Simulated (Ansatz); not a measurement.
# C2H6BFS, SMILES CSB(C)F: a geometry optimisation

With Ansatz's Python interface.

Contents of `c2h6bfs.xyz`:
```text
11

C    -0.27900    1.49780    1.07050
S    -1.31350    0.92360   -0.34480
B     0.04160   -0.16570   -1.02780
C     0.26840   -1.66620   -0.54380
F     1.01860    0.36270   -1.98600
H    -0.94420    2.27070    1.64320
H     0.60380    2.07470    0.69600
H     0.00830    0.71880    1.71320
H     1.06170   -2.14300   -1.00010
H     0.34550   -1.70880    0.58210
H    -0.74570   -2.22160   -0.78180
```

Notebook, run cell by cell (the value of a cell's last expression is shown):

```python
import itertools
import warnings

import ansatz as az
from ase.data import atomic_numbers, covalent_radii
import numpy as np
```

```python
warnings.simplefilter("ignore", az.DeckWarning)
```

```python
c2h6bfs = az.Crystal.molecule_from_extxyz("c2h6bfs.xyz")
```

```python
job = (
    c2h6bfs.calculation()
    .basis(gaussian="6-31G*")
    .functional("pbe", dispersion="d3bj")
    .scf(lower_state_search="standard")
)
symbols = [site.symbol for site in c2h6bfs.cartesian_sites]
start = np.array([site.position_ang for site in c2h6bfs.cartesian_sites], dtype=float)
def progress(event):
    if event["event"] == "relax_step":
        row = event["data"]
        print(f"step {row['step']:3d}  E = {row['lagrangian_ev']:.6f} eV  largest force component {row['allowed_force_max_ev_ang']:.4f} eV/A")
```

```python
rep = job.relax(force_tolerance=0.005).session().plan().execute(on_event=progress).report
end = np.array(rep["positions_ang"])
```

    step   1  E = -16390.049046 eV  largest force component 3.9173 eV/A
    step   2  E = -16390.498292 eV  largest force component 2.0826 eV/A
    step   3  E = -16390.575978 eV  largest force component 1.1281 eV/A
    step   4  E = -16390.605853 eV  largest force component 0.3871 eV/A
    step   5  E = -16390.632741 eV  largest force component 0.1964 eV/A
    step   6  E = -16390.638371 eV  largest force component 0.1021 eV/A
    step   7  E = -16390.645888 eV  largest force component 0.0983 eV/A
    step   8  E = -16390.657893 eV  largest force component 0.1297 eV/A
    step   9  E = -16390.679387 eV  largest force component 0.2182 eV/A
    step  10  E = -16390.715715 eV  largest force component 0.3426 eV/A
    step  11  E = -16390.770971 eV  largest force component 0.4934 eV/A
    step  12  E = -16390.844298 eV  largest force component 0.6284 eV/A
    step  13  E = -16390.952686 eV  largest force component 0.6585 eV/A
    step  14  E = -16391.057559 eV  largest force component 0.4509 eV/A
    step  15  E = -16391.113042 eV  largest force component 0.7373 eV/A
    step  16  E = -16391.135532 eV  largest force component 0.3509 eV/A
    step  17  E = -16391.157936 eV  largest force component 0.1606 eV/A
    step  18  E = -16391.159158 eV  largest force component 0.1413 eV/A
    step  19  E = -16391.160747 eV  largest force component 0.1153 eV/A
    step  20  E = -16391.165622 eV  largest force component 0.0195 eV/A
    step  21  E = -16391.166032 eV  largest force component 0.0795 eV/A
    step  22  E = -16391.166169 eV  largest force component 0.0685 eV/A
    step  23  E = -16391.166129 eV  largest force component 0.1448 eV/A
    step  24  E = -16391.166573 eV  largest force component 0.0234 eV/A
    step  25  E = -16391.166782 eV  largest force component 0.0087 eV/A
    step  26  E = -16391.166850 eV  largest force component 0.0813 eV/A
    step  27  E = -16391.167080 eV  largest force component 0.0331 eV/A
    step  28  E = -16391.167307 eV  largest force component 0.0154 eV/A
    step  29  E = -16391.167664 eV  largest force component 0.0334 eV/A
    step  30  E = -16391.167091 eV  largest force component 0.1061 eV/A
    step  31  E = -16391.167937 eV  largest force component 0.0354 eV/A
    step  32  E = -16391.167821 eV  largest force component 0.0904 eV/A
    step  33  E = -16391.168303 eV  largest force component 0.0140 eV/A
    step  34  E = -16391.168486 eV  largest force component 0.0454 eV/A
    step  35  E = -16391.168598 eV  largest force component 0.0449 eV/A
    step  36  E = -16391.168740 eV  largest force component 0.0253 eV/A
    step  37  E = -16391.168904 eV  largest force component 0.0202 eV/A
    step  38  E = -16391.169014 eV  largest force component 0.0211 eV/A
    step  39  E = -16391.169048 eV  largest force component 0.0193 eV/A
    step  40  E = -16391.169094 eV  largest force component 0.0069 eV/A
    step  41  E = -16391.169102 eV  largest force component 0.0058 eV/A
    step  42  E = -16391.169107 eV  largest force component 0.0048 eV/A
    step  43  E = -16391.169110 eV  largest force component 0.0048 eV/A

```python
for key in ("converged", "free_energy_ev", "reference_energy_ev", "n_frozen", "n_occupied", "n_virtual"):
    print(f"{key:22s} {rep[key]}")

# pairs closer than 1.2 times the sum of covalent radii, before or after
radius = [covalent_radii[atomic_numbers[s]] for s in symbols]
span = lambda where, i, j: np.linalg.norm(where[i] - where[j])
bonded = [(i, j) for i, j in itertools.combinations(range(len(symbols)), 2) if min(span(start, i, j), span(end, i, j)) < 1.2 * (radius[i] + radius[j])]
print("pair        before    after (A)")
for i, j in bonded:
    print(f"{symbols[i]}{i}-{symbols[j]}{j}".ljust(10), f"{span(start, i, j):8.4f} {span(end, i, j):8.4f}")
```

    converged              True
    free_energy_ev         -16391.169135267923
    reference_energy_ev    -16390.942923978502
    n_frozen               0
    n_occupied             [24, 24]
    n_virtual              [67, 67]
    pair        before    after (A)
    C0-S1        1.8447   1.8359
    C0-H5        1.1696   1.0998
    C0-H6        1.1191   1.1004
    C0-H7        1.0500   1.1004
    S1-B2        1.8680   1.8201
    B2-C3        1.5929   1.5747
    B2-F4        1.4669   1.3463
    C3-H8        1.0319   1.1023
    C3-H9        1.1293   1.1056
    C3-H10       1.1805   1.1056

What to keep in mind:
- These settings explore the input space; basis and method may be short of convergence.
- The end point is the stationary point reached from this start; no frequency run checks that it is a minimum, and the basis set is modest.
- Total less reference energy is the dispersion correction.
- Wall time of the script: 2.6 min on 1 thread of Arm Neoverse V1, with other jobs on the host, peak memory 0.22 GiB.
